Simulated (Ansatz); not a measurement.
# CoPtO2: the cost of one run

Program: Ansatz 0.2.0. Level of theory: DFT PBE+U, scalar-relativistic, plane waves, PAW. These are calculated values, not measurements.

2 further runs of the same task are left out: 1 that didn't finish, 1 set aside as unsound or not needed.

### 1 The structure to begin with

Symmetry: R-3m, No. 166, trigonal system. Conventional cell: a = 2.858 Å, b = 2.858 Å, c = 17.900 Å, α = 90.00°, β = 90.00°, γ = 120.00°. Co (site symmetry -3m) has 6 O at 1.92 Å as nearest neighbours. Around Pt (site symmetry -3m) lie 2 O at 2.00 Å. O (site symmetry 3m) is surrounded by 3 Co at 1.92 Å and 1 Pt at 2.00 Å.

Coordinates:

```cif
data_structure
_symmetry_space_group_name_H-M 'R-3m:H'
_symmetry_Int_Tables_number 166
_cell_length_a 2.8577
_cell_length_b 2.8577
_cell_length_c 17.8999
_cell_angle_alpha 90.000
_cell_angle_beta 90.000
_cell_angle_gamma 120.000
_cell_volume 126.60
loop_
_atom_site_label
_atom_site_type_symbol
_atom_site_symmetry_multiplicity
_atom_site_Wyckoff_symbol
_atom_site_fract_x
_atom_site_fract_y
_atom_site_fract_z
_atom_site_occupancy
Co1 Co 3 b 0.66667 0.33333 0.83333 1
Pt1 Pt 3 a 0.00000 0.00000 0.00000 1
O1 O 6 c 0.00000 0.00000 0.88803 1
```

It goes back to an entry of the Materials Project.

It is the result of an earlier relaxation at this level (volume 10.55 Å³/atom; gap on the mesh: none (metal)).

### 2 The undisturbed cell

The input, input.yaml:

```yaml
crystal:
  lattice:
    - [1.4288596867, 0.8249525247, 5.9666182761]
    - [-1.4288596867, 0.8249525247, 5.9666182761]
    - [0.0, -1.6499050495, 5.9666182761]
  atoms:
    - { symbol: Co, position: [0.5, 0.5, 0.5] }
    - { symbol: Pt, position: [0.0, 0.0, 0.0] }
    - { symbol: O, position: [0.888026023, 0.888026023, 0.888026023] }
    - { symbol: O, position: [0.111973977, 0.111973977, 0.111973977] }
basis:
  ecutwfc: 420
kpoints:
  mp_grid: { grid: [18, 18, 18] }
hamiltonian:
  xc: pbe
  hubbard: { sites: [{ species: Co, l: d, u_eff: 3.32 }] }
scf:
  occupations: { method: gaussian, width: 0.15 }
output:
  forces: true
  stress: true
  eigenvalues: true
  write_density: true
  write_potential: true
  elf: true
  volumetric_format: npy
```

Launch:

```sh
$ ansatz run input.yaml --threads 1 --pin off --max-ram 2560MiB --backend cpu --events-out ev --progress --plain --runs-dir out
```

Q: Estimate wall time and peak memory on 1 thread of Intel Xeon 6975P-C (Granite Rapids), shared host.

About 44 s, with a peak of 1.2 GiB.
